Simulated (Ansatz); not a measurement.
# H2S2SeSn: the cost of one run

Program: Ansatz 0.2.0. Level of theory: RKS r2SCAN-D4/def2-SVP. These are calculated values, not measurements.

## Step 1: The structure to begin with

Bond lengths: Se1–Sn2 2.503 Å, Sn2–S3 2.422 Å, Sn2–S4 2.455 Å, S3–S4 2.225 Å, Se1–H5 1.569 Å, Sn2–H6 1.758 Å. Angles: Se1–Sn2–S3 110.9°, Se1–Sn2–S4 111.7°, Se1–Sn2–H6 125.4°, S3–Sn2–S4 54.3°, S3–Sn2–H6 116.1°, S4–Sn2–H6 117.5°, Sn2–Se1–H5 91.6°, Sn2–S3–S4 63.6°, Sn2–S4–S3 62.1°.

Structure file:

```xyz
6

Se   -0.4420    1.4177   -1.5798
Sn    0.3445    0.1526    0.4315
S    -0.2763   -2.1832    0.2801
S     1.8440   -1.6914   -0.1831
H    -1.9190    1.4299   -1.0496
H     0.4908    0.8104    2.0548
```

## Step 2: Relaxing end A

input.yaml

```yaml
crystal:
  periodic: [false, false, false]
  atoms:
    - { symbol: Se, position_ang: [-0.442, 1.4177, -1.5798] }
    - { symbol: Sn, position_ang: [0.3445, 0.1526, 0.4315] }
    - { symbol: S, position_ang: [-0.2763, -2.1832, 0.2801] }
    - { symbol: S, position_ang: [1.844, -1.6914, -0.1831] }
    - { symbol: H, position_ang: [-1.919, 1.4299, -1.0496] }
    - { symbol: H, position_ang: [0.4908, 0.8104, 2.0548] }
basis:
  gaussian: { orbitals: def2-SVP }
hamiltonian:
  xc: r2scan
  dispersion: d4
relax:
  f_tol: 0.02
  max_steps: 50
```

Launch:

```sh
$ ansatz run input.yaml --threads 2 --pin off --max-ram 3072MiB --backend cpu --events-out ev --progress --plain --runs-dir out
```

**Question.** How long does this run take on 2 threads of Arm Neoverse V1, shared host, and how much memory does it need?

About 2.1 min, with a peak of 0.18 GiB.
